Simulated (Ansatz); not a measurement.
# TaO3: the cost of one run

Computed with Ansatz 0.2.0 (DFT r2SCAN, scalar-relativistic, plane waves, PAW, unless a step's input says otherwise).

1 further run of the same task is left out (set aside as unsound or not needed). Runs told in other sessions of the task aren't counted.

## Step 1: The system as given

The structure is cubic, space group Pm-3m (No. 221). Conventional cell: a = 3.928 Å, b = 3.928 Å, c = 3.928 Å, α = 90.00°, β = 90.00°, γ = 90.00°. Ta (site symmetry m-3m) has 6 O at 1.96 Å in its first shell of neighbours. O (site symmetry 4/mmm) is surrounded by 2 Ta at 1.96 Å.

Coordinates:

```
CELL_PARAMETERS angstrom
3.92764 0.00000 0.00000
0.00000 3.92764 0.00000
0.00000 0.00000 3.92764
ATOMIC_POSITIONS crystal
Ta 0.50000 0.50000 0.50000
O 0.00000 0.50000 0.50000
O 0.50000 0.50000 0.00000
O 0.50000 0.00000 0.50000
```

It goes back to an entry of the Materials Project, which need not be the stable form.

This cell was relaxed beforehand with the same method: volume 15.15 Å³/atom, gap on the mesh none (metal), site moments up to 0.3 μB.

## Step 2: The reference cell

The reference gives a free energy of -11651.8677 eV, pressure -0.06 GPa, largest force 0.000 eV/Å and gap on the mesh none (metal). It was computed beforehand with the settings of the runs below.

## Step 3: The scan: a frozen normal mode

Mode 10 of the phonon run on this cell, counted from the lowest, is frozen in: each atom moves by x times its row below, so x is the largest displacement.

```
atom     ux     uy      uz
 Ta1  0.000  0.000  -0.035
  O2  0.000  0.000  -0.303
  O3  0.000  0.000   1.000
  O4  0.000  0.000  -0.303
```

## Step 4: At x = -0.200 Å

Input file input.yaml:

```yaml
crystal:
  lattice:
    - [3.9276404781, 0.0, 0.0]
    - [0.0, 3.9276404781, 0.0]
    - [0.0, 0.0, 3.9276404781]
  atoms:
    - { symbol: Ta, position: [0.5, 0.5, 0.501777812] }
    - { symbol: O, position: [0.0, 0.5, 0.5154070969], spin: 0.38 }
    - { symbol: O, position: [0.5, 0.5, -0.0509211577], spin: 0.38 }
    - { symbol: O, position: [0.5, 0.0, 0.5154070969], spin: 0.38 }
basis:
  ecutwfc: 500
kpoints:
  mp_grid: { grid: [12, 12, 12] }
hamiltonian:
  xc: r2scan
scf:
  occupations: { method: gaussian, width: 0.15 }
output:
  forces: true
  stress: true
  eigenvalues: true
  populations: true
magnetization:
  spin_polarized: true
```

Command:

```
$ ansatz run input.yaml --threads 2 --pin off --max-ram 5120MiB --backend cpu --events-out ev --progress --plain --runs-dir out
```

**Question.** How long does this run take on 2 threads of AMD EPYC 7R43 (Zen 3), shared host, and how much memory does it need?

About 71 s, with a peak of 0.94 GiB.
